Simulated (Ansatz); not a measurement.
This script for a test of scalar relativity of BZn with the Python package of Ansatz (0.2.0) holds a mistake.

Input file `bzn.xyz`:
```text
2

Zn    0.00000    0.00000    0.00000
B     0.00000    0.00000    2.00500
```

Script `bzn.py`:
```python
import ansatz as az
import numpy as np

XC = "hf"

bzn = az.Crystal.molecule_from_extxyz("bzn.xyz")

setup = (
    bzn.calculation()
    .functional(XC)
    .spin("collinear", total=4)
    .forces()
)
sets = {"none": "cc-pVTZ", "scalar": "cc-pVTZ-DK"}
found = {kind: setup.basis(gaussian=basis).pseudopotentials(relativity=kind).run(threads=1).report for kind, basis in sets.items()}
for kind, each in found.items():
    dipole = 4.803205 * np.linalg.norm(each["charge_distribution"]["dipole_moment_e_ang"])
    print(f"{kind:7s} E = {each['free_energy_ev']:.4f} eV  dipole {dipole:.3f} D  largest force component {np.abs(each['forces_ev_ang']).max():.4f} eV/A")
print(f"relativity lowers the total energy by {found['none']['free_energy_ev'] - found['scalar']['free_energy_ev']:.3f} eV")
```

`python bzn.py` gives:
```text
Traceback (most recent call last):
  File "bzn.py", line 15, in <module>
    found = {kind: setup.basis(gaussian=basis).pseudopotentials(relativity=kind).run(threads=1).report for kind, basis in sets.items()}
                   ~~~~~~~~~~~~~~~~~~~~~~~~~~~~~~~~~~~~~~~~~~~~~~~~~~~~~~~~~~~~~~~~~^^^^^^^^^^^
  ...
ansatz.GaussianBasisError: a molecule whose nuclei and cores have a total charge of 35 cannot have a net charge of 0 together with 4 unpaired electrons
```
(Library frames cut from the traceback.)

Find the fault and give the corrected script.

The fault: the count of unpaired electrons doesn't fit the count of electrons. The change:

The script, `bzn.py`:
```python
import ansatz as az
import numpy as np

XC = "hf"

bzn = az.Crystal.molecule_from_extxyz("bzn.xyz")

setup = (
    bzn.calculation()
    .functional(XC)
    .spin("collinear", total=1)
    .forces()
)
sets = {"none": "cc-pVTZ", "scalar": "cc-pVTZ-DK"}
found = {kind: setup.basis(gaussian=basis).pseudopotentials(relativity=kind).run(threads=1).report for kind, basis in sets.items()}
for kind, each in found.items():
    dipole = 4.803205 * np.linalg.norm(each["charge_distribution"]["dipole_moment_e_ang"])
    print(f"{kind:7s} E = {each['free_energy_ev']:.4f} eV  dipole {dipole:.3f} D  largest force component {np.abs(each['forces_ev_ang']).max():.4f} eV/A")
print(f"relativity lowers the total energy by {found['none']['free_energy_ev'] - found['scalar']['free_energy_ev']:.3f} eV")
```

The mended script runs so:

```console
$ python bzn.py
none    E = -49045.1231 eV  dipole 1.061 D  largest force component 1.8965 eV/A
scalar  E = -49492.3174 eV  dipole 1.060 D  largest force component 1.7376 eV/A
relativity lowers the total energy by 447.194 eV
```

Reading the output:
- Total energies depend on the basis set; only differences at equal settings carry meaning.
- The geometry is a force-field or estimated start, not a minimum of this method. The basis set changes with the Hamiltonian (a set recontracted for scalar relativity), and most of the change in the total lies in the cores.
- The species is open-shell (spin multiplicity 2).
- The expectation value of S² is noticeably off S(S+1) in at least one run, so that state is spin-contaminated.
- The spin state was assumed, and another may lie lower.
- Hardware and time: 31 s on 1 thread of Arm Neoverse V1, with other jobs on the host, peak memory 0.26 GiB.
